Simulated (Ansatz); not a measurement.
# Ge2H4O: small, medium and large basis sets

One table from this session's results is given with a row withheld; the runs are named, their logs left out.

Method: one geometry, several basis sets; program: Ansatz 0.2.0, Gaussian basis.

The runs, in order: PBE0-D4/def2-SVP; ωB97M-V/def2-SVP; PBE0-D4/def2-QZVPP; ωB97M-V/def2-QZVPP; the functionals' def2-TZVPP values are taken from earlier runs.

## The relaxed structure

The geometry comes from an earlier relaxation with PBE0-D4 in a triple-zeta def2 set; it is a stationary point, not always the lowest conformer.

SMILES `[O]1[GeH2][GeH2]1`, 7 atoms, charge 0, spin multiplicity 1.

Atoms are counted from 1 here; the program's logs count them from 0.

Bond lengths: O1–Ge2 1.833 Å, O1–Ge3 1.833 Å, Ge2–Ge3 2.310 Å, Ge2–H4 1.535 Å, Ge2–H5 1.535 Å, Ge3–H6 1.535 Å, Ge3–H7 1.535 Å. Angles: Ge2–O1–Ge3 78.1°, O1–Ge2–Ge3 50.9°, O1–Ge2–H4 112.5°, O1–Ge2–H5 112.5°, Ge3–Ge2–H4 123.4°, Ge3–Ge2–H5 123.4°, H4–Ge2–H5 113.0°, O1–Ge3–Ge2 50.9°, O1–Ge3–H6 112.5°, O1–Ge3–H7 112.5°, Ge2–Ge3–H6 123.4°, Ge2–Ge3–H7 123.4°, H6–Ge3–H7 113.0°.

Set-up of the first run:

in.yaml reads:

```yaml
crystal:
  periodic: [false, false, false]
  atoms:
    - {symbol: O, position_ang: [-0.725575, -0.619532, 0.817232]}
    - {symbol: Ge, position_ang: [-0.692876, -0.084296, -0.935355]}
    - {symbol: Ge, position_ang: [0.899152, 0.221882, 0.710501]}
    - {symbol: H, position_ang: [-0.680771, -1.268535, -1.911782]}
    - {symbol: H, position_ang: [-1.784858, 0.945492, -1.256365]}
    - {symbol: H, position_ang: [0.971419, 1.475581, 1.593083]}
    - {symbol: H, position_ang: [2.074809, -0.738593, 0.936984]}
basis:
  gaussian: {orbitals: def2-SVP}
hamiltonian: {xc: pbe0, dispersion: d4}
output: {orbitals: {seedname: orbitals}}
```

The run is started by

```console
$ ansatz run in.yaml --threads 2 --pin off --events-out ev --progress --plain --max-ram 4352MiB
```

Steps of the session up to this table: PBE0-D4 in def2-SVP; ωB97M-V in def2-SVP; PBE0-D4 in def2-QZVPP; ωB97M-V in def2-QZVPP.

One table of the session follows, with a row left open; its other results are not shown here.

It belongs to the step «Functionals by basis». 

| functional | basis | HOMO (eV) |
| --- | --- | --- |
| PBE0-D4 | def2-SVP | ? |
| PBE0-D4 | def2-TZVPP | -6.90 |
| PBE0-D4 | def2-QZVPP | -6.93 |
| ωB97M-V | def2-SVP | -8.85 |
| ωB97M-V | def2-TZVPP | -8.93 |
| ωB97M-V | def2-QZVPP | -8.95 |

**Question.** Estimate the row for PBE0-D4, def2-SVP.

The run gave: HOMO (eV): -6.85. In the column «HOMO (eV)» it is the highest.
